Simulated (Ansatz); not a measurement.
# SnAs: stiffness from strained cells, part 2 of 3

How stiff is the crystal, and how unevenly? Runs: reference run (LAPW and crystal datasets); at 5 GPa (LAPW). Companion runs by PAW are cited.

Ansatz 0.2.0; DFT LDA. Earlier steps stand in the parts before.

**3. Reference run, crystal datasets**

The COD entry's cell or inner coordinates are ideal or old and differ from later refinements, so a difference from it is no clean test against experiment.

input.yaml

```yaml
crystal:
  lattice:
    - [0.0, 2.83498460102, 2.83498460102]
    - [2.83498460102, 0.0, 2.83498460102]
    - [2.83498460102, 2.83498460102, 0.0]
  atoms:
    - { symbol: Sn, position: [0.0, 0.0, 0.0] }
    - { symbol: As, position: [0.5, 0.5, 0.5] }
kpoints:
  mp_grid: { grid: [12, 12, 12] }
scf:
  occupations: { method: fermi_dirac, width: 0.1 }
hamiltonian:
  xc: lda
  pseudopotentials: { kind: all_electron, datasets: crystal }
elastic:
  mode: relaxed_ion
  stencil: two_point
  amplitude: 0.005
```

Started as:

```bash
$ ansatz run input.yaml --threads 1 --pin off --max-ram 2560MiB --backend cpu --events-out ev --progress --plain --runs-dir out
```

Standard output:

```text
hamiltonian.pseudopotentials.datasets: crystal makes datasets for this crystal and solves the spheres of its atoms anew in each pass: cutoff 260.0 eV, the density's 1040.0 eV; for an error of 0.50 meV an atom under PBE, 1.0 meV for the cell; an energy difference from a run of another recipe may be off by several times the error for the cell, under r2SCAN by more, where some 0.1 meV an atom stays at smaller errors; As in spheres of 1.371 Å, 5 of its electrons in bands, 10 on its site; Sn in spheres of 1.376 Å, 14 of its electrons in bands; only band paths and densities of states list, in semicore columns, the levels of the semicore shells that are solved separately: 3d of As
Engine: ansatz 0.2.0
Pseudopotentials: kind: all_electron
Pseudopotential: Sn, paw, valence charge 14, recommended cutoff 260 eV (normal), crystal/all_electron/lda/scalar/gaussian/Sn, Koelling and Harmon's equation, gaussian nucleus
Pseudopotential: As, paw, valence charge 15, recommended cutoff 260 eV (normal), crystal/all_electron/lda/scalar/gaussian/As, Koelling and Harmon's equation, gaussian nucleus
Functional definition: SPW92
  exchange = slater_x
  correlation = pw_c
Crystal: 2 atoms, lattice volume = 45.570 Å³
Basis set: ecut = 260 eV, 411 PW (Γ)
Bands: 14, of which v1, the nominal top of the filled ones, is band 10 counted from 1 (9 counted from 0)
Symmetry: 48 space group operations
Space group: Fm-3m (ITA 225), of the structure as read, at distance tolerance 3.6e-5 Å
k-points: 72 of 1728
Non-local potential: Sn, projectors of the file, l = 0: 1, l = 1: 1, l = 2: 2
Non-local potential: As, projectors of the file, l = 0: 1, l = 1: 1
PAW form: soft (Blöchl's): semilocal exchange-correlation on the pseudo side does not see the compensation charge
PAW one-centre angular grid: Sn, 590 points (default); XC on its mesh's 1863 points in the sphere
PAW one-centre angular grid: As, 110 points (default); XC on its mesh's 1909 points in the sphere
Initial density: superposition of atomic densities (neutral atoms: chi_scale 0, normalization atom)
Initial wavefunctions: pseudopotential atomic-orbital guess
Functional: x = slater, c = lda
iter 1 solved again at ethr=2.10e-3 eV; its pass at ethr=1.00e-1 eV (dr2=4.00e-1 eV) is discarded
SCF iter   1: F=—  HF=-229386.814526 eV  |F-HF|=—  |Δ(HF+E_count)|=         —  Δρ=2.15e-2  dr2=3.93e-1  ethr=2.10e-3  ⟨swp⟩=3.4  Hψ=5504  notcnv=0
preconditioner: auto → Kerker (q_TF=auto, 2.358 Å⁻¹)  [metal: Δε(μ)=0.079 eV  Ē_g=18.025 eV  σ=0.100 eV  W_gap=0.19  n_scr=14 (ndim 8)  ℏωp=24.0 eV  f_vac=0.000  D(μ)=0.48/eV (n_scr^D=0)]
SCF iter   2: F=—  HF=-229386.743879 eV  |F-HF|=—  |Δ(HF+E_count)|=   7.06e-2  Δρ=1.30e-2  dr2=1.33e-1  ethr=2.07e-3  ⟨swp⟩=2.0  Hψ=2017  notcnv=0
iter 3 solved again at ethr=3.69e-5 eV; its pass at ethr=6.98e-4 eV (dr2=7.01e-3 eV) is discarded
SCF iter   3: F=—  HF=-229386.701817 eV  |F-HF|=—  |Δ(HF+E_count)|=   4.21e-2  Δρ=3.42e-3  dr2=7.00e-3  ethr=3.69e-5  ⟨swp⟩=2.0  Hψ=4359  notcnv=0
SCF iter   4: F=—  HF=-229386.699133 eV  |F-HF|=—  |Δ(HF+E_count)|=   2.68e-3  Δρ=1.60e-3  dr2=1.38e-3  ethr=3.68e-5  ⟨swp⟩=2.0  Hψ=1723  notcnv=0
SCF iter   5: F=—  HF=-229386.698518 eV  |F-HF|=—  |Δ(HF+E_count)|=   6.15e-4  Δρ=1.92e-4  dr2=1.83e-5  ethr=7.25e-6  ⟨swp⟩=3.0  Hψ=1888  notcnv=0
SCF iter   6: F=—  HF=-229386.698517 eV  |F-HF|=—  |Δ(HF+E_count)|=   8.90e-7  Δρ=7.62e-5  dr2=4.04e-6  ethr=9.65e-8  ⟨swp⟩=3.0  Hψ=2935  notcnv=0
SCF iter   7: F=—  HF=-229386.698515 eV  |F-HF|=—  |Δ(HF+E_count)|=   2.51e-6  Δρ=2.46e-5  dr2=3.44e-7  ethr=2.13e-8  ⟨swp⟩=3.0  Hψ=2285  notcnv=0
SCF iter   8: F=—  HF=-229386.698515 eV  |F-HF|=—  |Δ(HF+E_count)|=   3.00e-8  Δρ=1.13e-5  dr2=8.46e-8  ethr=1.81e-9  ⟨swp⟩=2.1  Hψ=1728  notcnv=0
SCF iter   9: F=—  HF=-229386.698515 eV  |F-HF|=—  |Δ(HF+E_count)|=   1.46e-8  Δρ=1.61e-6  dr2=1.04e-9  ethr=4.45e-10  ⟨swp⟩=3.0  Hψ=2543  notcnv=0
SCF iter  10: F=—  HF=-229386.698515 eV  |F-HF|=—  |Δ(HF+E_count)|=   2.50e-9  Δρ=3.55e-7  dr2=3.02e-11  ethr=5.47e-12  ⟨swp⟩=3.0  Hψ=2062  notcnv=0
SCF iter  11: F=—  HF=-229386.698515 eV  |F-HF|=—  |Δ(HF+E_count)|=  1.16e-10  Δρ=8.25e-8  dr2=1.32e-12  ethr=1.00e-12  ⟨swp⟩=2.0  Hψ=1722  notcnv=0
SCF iter  12: F=—  HF=-229386.698515 eV  |F-HF|=—  |Δ(HF+E_count)|=  1.75e-10  Δρ=1.54e-8  dr2=1.15e-13  ethr=1.00e-12  ⟨swp⟩=2.0  Hψ=1722  notcnv=0
SCF iter  13: F=-229386.698515 eV  HF=-229386.698515 eV  |F-HF|=5.82e-11  |Δ(HF+E_count)|=  2.91e-11  Δρ=3.77e-9  dr2=6.29e-15  ethr=1.00e-12  ⟨swp⟩=2.0  Hψ=1722  notcnv=0
1 of the run's printed levels, from 21.30 eV on, may lie off, as they stand: their residual norms reach 0.051 eV (residual_norms_ev in the JSON report holds each one's)
SCF 1 converged in 13 iterations: F = -229386.698514 eV  dr2 = 6.29e-15
  Residual-converged pass: ⟨swp⟩=3.2  Hψ=2306  notcnv=0  max |occ|·‖R‖ = 9.8e-9 eV (tolerance 1.0e-8 eV)  dr2=5.86e-15  dr2_onsite=8.05e-15  max |Δocc| = 7.9e-9
Crystal: 2 atoms, lattice volume = 45.342 Å³
Symmetry: 16 space group operations
k-points: 163 of 1728
Initial density: handed on by an earlier stage of this run
Initial wavefunctions: those handed on with the density
iter 1 solved again at ethr=1.51e-6 eV; its pass at ethr=1.00e-1 eV (dr2=2.87e-4 eV) is discarded
SCF iter   1: F=—  HF=-229386.697891 eV  |F-HF|=—  |Δ(HF+E_count)|=         —  Δρ=2.38e-4  dr2=3.49e-5  ethr=1.51e-6  ⟨swp⟩=4.0  Hψ=13231  notcnv=0
preconditioner: auto → Kerker (q_TF=auto, 2.360 Å⁻¹)  [metal: Δε(μ)=0.026 eV  Ē_g=18.446 eV  σ=0.100 eV  W_gap=0.07  n_scr=14 (ndim 8)  ℏωp=24.0 eV  f_vac=0.000  D(μ)=0.47/eV (n_scr^D=0)]
SCF iter   2: F=—  HF=-229386.697883 eV  |F-HF|=—  |Δ(HF+E_count)|=   7.82e-6  Δρ=1.52e-4  dr2=1.39e-5  ethr=1.84e-7  ⟨swp⟩=2.0  Hψ=3910  notcnv=0
iter 3 solved again at ethr=3.66e-9 eV; its pass at ethr=7.34e-8 eV (dr2=6.95e-7 eV) is discarded
SCF iter   3: F=—  HF=-229386.697879 eV  |F-HF|=—  |Δ(HF+E_count)|=   4.14e-6  Δρ=3.65e-5  dr2=6.89e-7  ethr=3.66e-9  ⟨swp⟩=2.0  Hψ=7989  notcnv=0
SCF iter   4: F=—  HF=-229386.697879 eV  |F-HF|=—  |Δ(HF+E_count)|=   1.26e-7  Δρ=1.89e-5  dr2=1.90e-7  ethr=3.63e-9  ⟨swp⟩=2.0  Hψ=3899  notcnv=0
SCF iter   5: F=—  HF=-229386.697879 eV  |F-HF|=—  |Δ(HF+E_count)|=   2.07e-8  Δρ=3.02e-6  dr2=5.19e-9  ethr=1.00e-9  ⟨swp⟩=2.2  Hψ=3941  notcnv=0
SCF iter   6: F=—  HF=-229386.697879 eV  |F-HF|=—  |Δ(HF+E_count)|=  2.33e-10  Δρ=9.76e-7  dr2=4.90e-10  ethr=2.73e-11  ⟨swp⟩=3.0  Hψ=6198  notcnv=0
SCF iter   7: F=—  HF=-229386.697879 eV  |F-HF|=—  |Δ(HF+E_count)|=  1.16e-10  Δρ=3.96e-7  dr2=9.51e-11  ethr=2.58e-12  ⟨swp⟩=2.2  Hψ=3934  notcnv=0
SCF iter   8: F=—  HF=-229386.697879 eV  |F-HF|=—  |Δ(HF+E_count)|=  1.46e-10  Δρ=1.65e-7  dr2=2.04e-11  ethr=1.00e-12  ⟨swp⟩=2.0  Hψ=3899  notcnv=0
SCF iter   9: F=—  HF=-229386.697879 eV  |F-HF|=—  |Δ(HF+E_count)|=  5.82e-11  Δρ=1.70e-8  dr2=1.49e-13  ethr=1.00e-12  ⟨swp⟩=2.0  Hψ=3898  notcnv=0
SCF iter  10: F=-229386.697879 eV  HF=-229386.697879 eV  |F-HF|=8.73e-11  |Δ(HF+E_count)|=  1.16e-10  Δρ=5.58e-9  dr2=1.49e-14  ethr=1.00e-12  ⟨swp⟩=2.0  Hψ=3900  notcnv=0
SCF 2 converged in 10 iterations: F = -229386.697878 eV  dr2 = 1.49e-14
  Residual-converged pass: ⟨swp⟩=3.2  Hψ=5487  notcnv=0  max |occ|·‖R‖ = 9.8e-9 eV (tolerance 1.0e-8 eV)  dr2=1.10e-14  dr2_onsite=3.27e-14  max |Δocc| = 2.7e-8
Crystal: 2 atoms, lattice volume = 45.798 Å³
iter 1 solved again at ethr=3.07e-10 eV; its pass at ethr=1.00e-1 eV (dr2=5.83e-8 eV) is discarded
SCF iter   1: F=—  HF=-229386.697916 eV  |F-HF|=—  |Δ(HF+E_count)|=         —  Δρ=7.59e-6  dr2=3.84e-8  ethr=3.07e-10  ⟨swp⟩=4.2  Hψ=13117  notcnv=0
preconditioner: auto → Kerker (q_TF=auto, 2.356 Å⁻¹)  [metal: Δε(μ)=0.034 eV  Ē_g=18.398 eV  σ=0.100 eV  W_gap=0.09  n_scr=14 (ndim 8)  ℏωp=23.9 eV  f_vac=0.000  D(μ)=0.47/eV (n_scr^D=0)]
SCF iter   2: F=—  HF=-229386.697916 eV  |F-HF|=—  |Δ(HF+E_count)|=   7.45e-9  Δρ=4.45e-6  dr2=1.35e-8  ethr=2.02e-10  ⟨swp⟩=2.0  Hψ=3918  notcnv=0
iter 3 solved again at ethr=3.22e-12 eV; its pass at ethr=7.12e-11 eV (dr2=6.11e-10 eV) is discarded
SCF iter   3: F=—  HF=-229386.697916 eV  |F-HF|=—  |Δ(HF+E_count)|=   1.14e-8  Δρ=9.52e-7  dr2=6.01e-10  ethr=3.22e-12  ⟨swp⟩=2.4  Hψ=9380  notcnv=0
SCF iter   4: F=—  HF=-229386.697916 eV  |F-HF|=—  |Δ(HF+E_count)|=  2.33e-10  Δρ=4.76e-7  dr2=1.61e-10  ethr=3.16e-12  ⟨swp⟩=2.0  Hψ=3902  notcnv=0
SCF iter   5: F=—  HF=-229386.697916 eV  |F-HF|=—  |Δ(HF+E_count)|=  2.04e-10  Δρ=6.78e-8  dr2=2.53e-12  ethr=1.00e-12  ⟨swp⟩=3.0  Hψ=4483  notcnv=0
SCF iter   6: F=—  HF=-229386.697916 eV  |F-HF|=—  |Δ(HF+E_count)|=  5.82e-11  Δρ=1.62e-8  dr2=1.66e-13  ethr=1.00e-12  ⟨swp⟩=2.0  Hψ=3900  notcnv=0
SCF iter   7: F=—  HF=-229386.697916 eV  |F-HF|=—  |Δ(HF+E_count)|=  1.46e-10  Δρ=7.31e-9  dr2=3.21e-14  ethr=1.00e-12  ⟨swp⟩=2.0  Hψ=3901  notcnv=0
SCF iter   8: F=-229386.697916 eV  HF=-229386.697916 eV  |F-HF|=2.91e-11  |Δ(HF+E_count)|=  5.82e-11  Δρ=2.33e-9  dr2=3.06e-15  ethr=1.00e-12  ⟨swp⟩=2.0  Hψ=3901  notcnv=0
SCF 3 converged in 8 iterations: F = -229386.697915 eV  dr2 = 3.06e-15
  Residual-converged pass: ⟨swp⟩=3.0  Hψ=4268  notcnv=0  max |occ|·‖R‖ = 1.0e-8 eV (tolerance 1.0e-8 eV)  dr2=3.10e-15  dr2_onsite=2.95e-15  max |Δocc| = 8.2e-11
Symmetry: 8 space group operations
k-points: 280 of 1728
iter 1 solved again at ethr=2.26e-7 eV; its pass at ethr=1.00e-1 eV (dr2=4.29e-5 eV) is discarded
SCF iter   1: F=—  HF=-229386.698397 eV  |F-HF|=—  |Δ(HF+E_count)|=         —  Δρ=1.03e-4  dr2=6.89e-6  ethr=2.26e-7  ⟨swp⟩=4.1  Hψ=23254  notcnv=0
preconditioner: auto → Kerker (q_TF=auto, 2.358 Å⁻¹)  [metal: Δε(μ)=0.012 eV  Ē_g=18.421 eV  σ=0.100 eV  W_gap=0.03  n_scr=14 (ndim 8)  ℏωp=24.0 eV  f_vac=0.000  D(μ)=0.47/eV (n_scr^D=0)]
SCF iter   2: F=—  HF=-229386.698395 eV  |F-HF|=—  |Δ(HF+E_count)|=   1.18e-6  Δρ=6.62e-5  dr2=3.23e-6  ethr=3.63e-8  ⟨swp⟩=2.2  Hψ=6795  notcnv=0  defer=1
iter 3 solved again at ethr=7.50e-10 eV; its pass at ethr=1.70e-8 eV (dr2=1.43e-7 eV) is discarded
SCF iter   3: F=—  HF=-229386.698394 eV  |F-HF|=—  |Δ(HF+E_count)|=   9.29e-7  Δρ=1.33e-5  dr2=1.41e-7  ethr=7.50e-10  ⟨swp⟩=2.0  Hψ=14041  notcnv=0
SCF iter   4: F=—  HF=-229386.698394 eV  |F-HF|=—  |Δ(HF+E_count)|=   2.46e-8  Δρ=7.04e-6  dr2=3.86e-8  ethr=7.41e-10  ⟨swp⟩=2.0  Hψ=6698  notcnv=0
SCF iter   5: F=—  HF=-229386.698394 eV  |F-HF|=—  |Δ(HF+E_count)|=   7.45e-9  Δρ=9.61e-7  dr2=3.45e-10  ethr=2.03e-10  ⟨swp⟩=2.3  Hψ=8763  notcnv=0
SCF iter   6: F=—  HF=-229386.698394 eV  |F-HF|=—  |Δ(HF+E_count)|=  8.73e-11  Δρ=1.55e-7  dr2=8.93e-12  ethr=1.81e-12  ⟨swp⟩=3.0  Hψ=7496  notcnv=0
SCF iter   7: F=—  HF=-229386.698394 eV  |F-HF|=—  |Δ(HF+E_count)|=  8.73e-11  Δρ=4.30e-8  dr2=7.83e-13  ethr=1.00e-12  ⟨swp⟩=2.0  Hψ=6699  notcnv=0
SCF iter   8: F=—  HF=-229386.698394 eV  |F-HF|=—  |Δ(HF+E_count)|=  5.82e-11  Δρ=1.95e-8  dr2=1.52e-13  ethr=1.00e-12  ⟨swp⟩=2.0  Hψ=6699  notcnv=0
SCF iter   9: F=-229386.698394 eV  HF=-229386.698394 eV  |F-HF|=8.73e-11  |Δ(HF+E_count)|=  2.91e-11  Δρ=7.81e-9  dr2=2.43e-14  ethr=1.00e-12  ⟨swp⟩=2.0  Hψ=6698  notcnv=0
SCF 4 converged in 9 iterations: F = -229386.698394 eV  dr2 = 2.43e-14
  Residual-converged pass: ⟨swp⟩=3.0  Hψ=8837  notcnv=0  max |occ|·‖R‖ = 9.6e-9 eV (tolerance 1.0e-8 eV)  dr2=2.39e-14  dr2_onsite=2.47e-14  max |Δocc| = 1.2e-8
iter 1 solved again at ethr=2.34e-11 eV; its pass at ethr=1.00e-1 eV (dr2=4.44e-9 eV) is discarded
SCF iter   1: F=—  HF=-229386.698394 eV  |F-HF|=—  |Δ(HF+E_count)|=         —  Δρ=2.50e-6  dr2=4.39e-9  ethr=2.34e-11  ⟨swp⟩=4.6  Hψ=23095  notcnv=0
preconditioner: auto → Kerker (q_TF=auto, 2.358 Å⁻¹)  [metal: Δε(μ)=0.013 eV  Ē_g=18.421 eV  σ=0.100 eV  W_gap=0.03  n_scr=14 (ndim 8)  ℏωp=24.0 eV  f_vac=0.000  D(μ)=0.47/eV (n_scr^D=0)]
SCF iter   2: F=—  HF=-229386.698394 eV  |F-HF|=—  |Δ(HF+E_count)|=   1.77e-8  Δρ=1.47e-6  dr2=1.50e-9  ethr=2.31e-11  ⟨swp⟩=2.2  Hψ=6791  notcnv=0
iter 3 solved again at ethr=1.00e-12 eV; its pass at ethr=7.89e-12 eV (dr2=9.03e-11 eV) is discarded
SCF iter   3: F=—  HF=-229386.698394 eV  |F-HF|=—  |Δ(HF+E_count)|=   1.34e-9  Δρ=3.87e-7  dr2=8.97e-11  ethr=1.00e-12  ⟨swp⟩=2.0  Hψ=13949  notcnv=0
SCF iter   4: F=—  HF=-229386.698394 eV  |F-HF|=—  |Δ(HF+E_count)|=  5.82e-11  Δρ=9.71e-8  dr2=6.20e-12  ethr=1.00e-12  ⟨swp⟩=2.0  Hψ=6700  notcnv=0
SCF iter   5: F=—  HF=-229386.698394 eV  |F-HF|=—  |Δ(HF+E_count)|=   4.63e-9  Δρ=5.25e-8  dr2=7.14e-13  ethr=1.00e-12  ⟨swp⟩=2.4  Hψ=6898  notcnv=0
SCF iter   6: F=—  HF=-229386.698394 eV  |F-HF|=—  |Δ(HF+E_count)|=  8.73e-11  Δρ=1.58e-8  dr2=9.83e-14  ethr=1.00e-12  ⟨swp⟩=2.0  Hψ=6699  notcnv=0
SCF iter   7: F=-229386.698394 eV  HF=-229386.698394 eV  |F-HF|=2.91e-11  |Δ(HF+E_count)|=  1.16e-10  Δρ=3.07e-9  dr2=4.32e-15  ethr=1.00e-12  ⟨swp⟩=2.0  Hψ=6697  notcnv=0
SCF 5 converged in 7 iterations: F = -229386.698394 eV  dr2 = 4.32e-15
  Residual-converged pass: ⟨swp⟩=3.0  Hψ=9114  notcnv=0  max |occ|·‖R‖ = 9.9e-9 eV (tolerance 1.0e-8 eV)  dr2=4.19e-15  dr2_onsite=2.04e-14  max |Δocc| = 4.0e-11
SCF converged after 13 iterations
Free energy (F): -229386.698514 eV
Harris-Foulkes:  -229386.698514 eV  (|F-HF|=5.82e-11)
Internal energy: -229386.681656 eV  (E = F + TS)
E sigma→0 (E₀):  -229386.690085 eV
Entropy (-TS):   -0.016857 eV (-8.429 meV/atom)
Past the cutoff: the bands carry plane waves up to 1.75 times it, of which those up to 1.5 times it add -0.000128 eV an atom, each by itself; the spheres take 0.000300 eV an atom off the energy for waves past 1.75 times it
By the cutoff:   a pressure is off by up to 0.007 GPa (1.2 times the spheres' own share and the shells' term, over an atom's volume, and 0.004 GPa: a bound that held against runs at twice the plane waves)
Past the cutoffs: a stress includes 0.0009 GPa for waves and charges beyond them, in addition to the slope of what the spheres take
In the spheres:  the bands' charges fall short by 1.0e-6 e at most (sound up to 1e-3), those of shells solved beside the bands by 4.3e-8 e (sound up to 5e-4)
Fermi energy:    13.297407 eV
--- Per-component energies (eV) ---
  E_band       = -11.790926
  E_kinetic    = 168.029759
  E_local      = -2107.821317  (includes V_loc(G=0)·N_el)
  E_nonlocal   = 177.068584
  E_hartree    = 1059.949636
  E_xc         = -119.955900
  E_vxc        = -144.936728  (∫ρ·V_xc dr)
  E_paw        = -233895.239356  (= ΣΔE_a)
  E_vpaw       = -8587.531944  (= ΣTr[D̂ρ^β])
  E_ewald      = -3032.214509
  E_smearing   = -0.016857  (= −TS)
  E_closure    = 8363.501445  (closes the sum)
  Σ components = -229386.698514   (vs F -229386.698514, Δ=0.00e0)
  The terms above E_closure are by the made datasets' own strengths, without shells solved beside the bands.
--- Forces (eV/Å), atoms counted from 1 ---
  atom   1  Sn    -0.00000000     0.00000000     0.00000000
  atom   2  As     0.00000000    -0.00000000     0.00000000
  max |Σ_I F_I| component: 1.68e-29 eV/Å
--- Stress (GPa, compression-positive) ---
        0.003629      -0.000000      -0.000000
       -0.000000       0.003629      -0.000000
        0.000000       0.000000       0.003629
  P = ⅓ Tr σ = 0.0036 GPa (0.036 kbar)
  It holds what live shells' own plane waves past their cutoff add
--- Band table (eV; the first three rows and the last of 72) ---
  k-point 0: bands = ["-8.1797", "-8.1797", "-8.1659", "-8.1659", "-8.1659", "-0.1495", "10.6332", "12.1547", "12.1547", "12.1547", "18.8126", "18.8126", "18.8126", "19.3933"]
  k-point 1: bands = ["-8.1806", "-8.1806", "-8.1656", "-8.1645", "-8.1645", "-0.0639", "9.8728", "12.1645", "12.1645", "12.7483", "18.2576", "18.2668", "18.2668", "19.3946"]
  k-point 2: bands = ["-8.1836", "-8.1836", "-8.1650", "-8.1603", "-8.1603", "0.1901", "8.6001", "12.2024", "12.2024", "13.4985", "17.2758", "17.2758", "17.4388", "19.4331"]
  k-point 71: bands = ["-8.2205", "-8.1801", "-8.1556", "-8.1556", "-8.1289", "2.8110", "6.0558", "8.3171", "8.3171", "14.2236", "15.4617", "19.3239", "19.3239", "22.2680"]
--- Elastic constants: 2 strain directions × 2 members + reference (group order 48) ---
  dense FFT box of the reference and of every strained cell: 24×24×24
  strains applied: 11, 23; error gains: componentwise 1.00 (the most a stress slope's error grows in a printed constant), spectral 1.73 (1 for all six strains in a standard setting)
  C = ∂σ_k/∂η_j (tension-positive GPa; Voigt order 11 22 33 23 13 12):
       173.655     28.604     28.604      0.000      0.000     -0.000
        28.604    173.655     28.604     -0.000      0.000      0.000
        28.604     28.604    173.655      0.000     -0.000     -0.000
        -0.000      0.000      0.000     33.773     -0.000      0.000
         0.000      0.000     -0.000      0.000     33.773      0.000
        -0.000      0.000     -0.000     -0.000      0.000     33.773
  reference stress σ⁰ (GPa):     -0.004     -0.004     -0.004      0.000     -0.000      0.000
  C* (energy form; C + prestress term) asymmetry max|C*_kj − C*_jk| = 2.487e-14 GPa — a small one proves nothing (zero by symmetry where the batch's group is 432, −43m or m−3m); a large one is finite-difference/SCF noise where every solve meets its electron count
  moduli (Voigt/Reuss/Hill, GPa): K = 76.95/76.95/76.95   G = 49.27/42.95/46.11   E = 115.31   ν = 0.250
  mechanically stable: yes (min eigenvalue of sym C = 33.77 GPa)
  where every solve meets its electron count the energy-path curvature estimates C_jj along a normal strain and C_jj − ¼(σ⁰_aa + σ⁰_bb) along a shear (ab), closely only under elastic.basis: deformed
  strain η (Voigt 11):  stress-route row diagonal C_11 = 173.65 GPa, energy-path curvature d²(F+E_count)/dδ²/Ω₀ = 173.60 GPa
         δ    σ_11 (GPa)             F (eV)   n_scf  n_hpsi   n_pw
    -5.000e-3      -0.9002     -229386.6978778      10   60286    448   relax 0 steps, max|allowed force component| 7.10e-30 eV/Å
     5.000e-3       0.8364     -229386.6979153       8   50770    448   relax 0 steps, max|allowed force component| 1.24e-29 eV/Å
  strain η (Voigt 23):  stress-route row diagonal C_44 = 33.77 GPa, energy-path curvature d²(F+E_count)/dδ²/Ω₀ = 33.78 GPa
         δ    σ_23 (GPa)             F (eV)   n_scf  n_hpsi   n_pw
    -5.000e-3      -0.1689     -229386.6983937       9   95980    448   relax 0 steps, max|allowed force component| 2.94e-29 eV/Å
     5.000e-3       0.1689     -229386.6983937       7   79943    448   relax 0 steps, max|allowed force component| 1.55e-29 eV/Å
```

Wall time 46 s (1 thread of Intel Xeon 6975P-C (Granite Rapids), shared host); peak memory 0.78 GiB.

C in GPa (Voigt order xx, yy, zz, yz, xz, xy):

```
173.7  28.6  28.6   0.0   0.0   0.0
 28.6 173.7  28.6   0.0   0.0   0.0
 28.6  28.6 173.7   0.0   0.0   0.0
  0.0   0.0   0.0  33.8   0.0   0.0
  0.0   0.0   0.0   0.0  33.8   0.0
  0.0   0.0   0.0   0.0   0.0  33.8
```

[end of part 2 of 3]
